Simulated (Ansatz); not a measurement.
# PdF (CsCl type): how the settings move a single-point run

How sensitive is a single-point run of PdF (CsCl type) to its settings? A reference run comes first, then one run with altered input.

Method: reference: DFT, PBEsol, all-electron LAPW, scalar-relativistic, in Ansatz 0.2.0.

1 further run of the same task is left out (set aside as unsound or not needed). Runs told in other sessions of the task aren't counted.

**1. Starting point**

It takes space group Pm-3m (No. 221, cubic). The conventional cell has a = 2.542 Å, b = 2.542 Å, c = 2.542 Å, α = 90.00°, β = 90.00°, γ = 90.00°. Around Pd (site symmetry m-3m) lie 8 F at 2.20 Å. Around F (site symmetry m-3m) lie 8 Pd at 2.20 Å.

Coordinates:

```
CELL_PARAMETERS angstrom
2.54157 0.00000 0.00000
0.00000 2.54157 0.00000
0.00000 0.00000 2.54157
ATOMIC_POSITIONS crystal
Pd 0.00000 0.00000 0.00000
F 0.50000 0.50000 0.50000
```

**2. Reference**

The input, input.yaml:

```yaml
crystal:
  lattice:
    - [2.5415656476, 0.0, 0.0]
    - [0.0, 2.5415656476, 0.0]
    - [0.0, 0.0, 2.5415656476]
  atoms:
    - { symbol: Pd, position: [0.0, 0.0, 0.0] }
    - { symbol: F, position: [0.5, 0.5, 0.5] }
kpoints:
  mp_grid: { grid: [14, 14, 14] }
scf:
  occupations: { method: fermi_dirac, width: 0.05 }
hamiltonian:
  xc: pbesol
  pseudopotentials: { kind: all_electron, lapw: { basis_error: 0.001 } }
output:
  forces: true
  stress: true
  eigenvalues: true
  populations: true
```

Command:

```console
ansatz run input.yaml --threads 1 --pin off --max-ram 2048MiB --backend cpu --events-out ev --progress --plain --runs-dir out
```

**3. Changed: hubbard.sites [{species: Pd, l: d, u_eff: 3.0}], hubbard.double_counting fll**

Edit input.yaml of step 2 so:

```diff
@@ -15,2 +15,3 @@
   pseudopotentials: { kind: all_electron, lapw: { basis_error: 0.001 } }
+  hubbard: { sites: [{ species: Pd, l: d, u_eff: 3.0 }], double_counting: fll }
 output:
```

**Question.** What will these runs give? Wanted: for each run, ending; energy change; pressure; gap; force.

**Answer**, as computed:

| run | ending | energy change | pressure (GPa) | gap (eV) | force (eV/Å) | cycles | time |
| --- | --- | --- | --- | --- | --- | --- | --- |
| reference | converged | 0 | 131.1 | 0.00 | 0.00 | 9 | 27 s |
| 1: hubbard.sites [{species: Pd, l: d, u_eff: 3.0}], hubbard.double_counting fll | converged | +577.2 meV/atom (Hubbard term changed: no physical gain or loss) | 130.1 | 0.00 | 0.00 | 9 | 33 s |

Residual by cycle in the longest SCF loop of each run; runs are numbered as in the table. The quantity is the density residual dr2, in eV.

| cycle | reference | run 1 |
| --- | --- | --- |
| 1 | 1.85 | 1.63 |
| 2 | 0.0158 | 0.0347 |
| 3 | 0.0576 | 0.054 |
| 4 | 0.00782 | 0.00321 |
| 5 | 4.4e-4 | 3.7e-4 |
| 6 | 4.1e-5 | 7.9e-7 |
| 7 | 4.9e-7 | 4.1e-8 |
| 8 | 5.8e-8 | 3.2e-8 |
| 9 | 3.3e-10 | 5.0e-9 |

Changing the Hubbard U and double counting of the Hubbard term moves the energy by +577.2 meV/atom, and the pressure goes from 131.1 to 130.1 GPa. The U term adds an energy of its own, so the shift says nothing about which run is better. A changed U is a change of model: its shifts are not errors of convergence. The structure is not at rest: the sound run finds 131 GPa, so these are no properties of the relaxed crystal. 
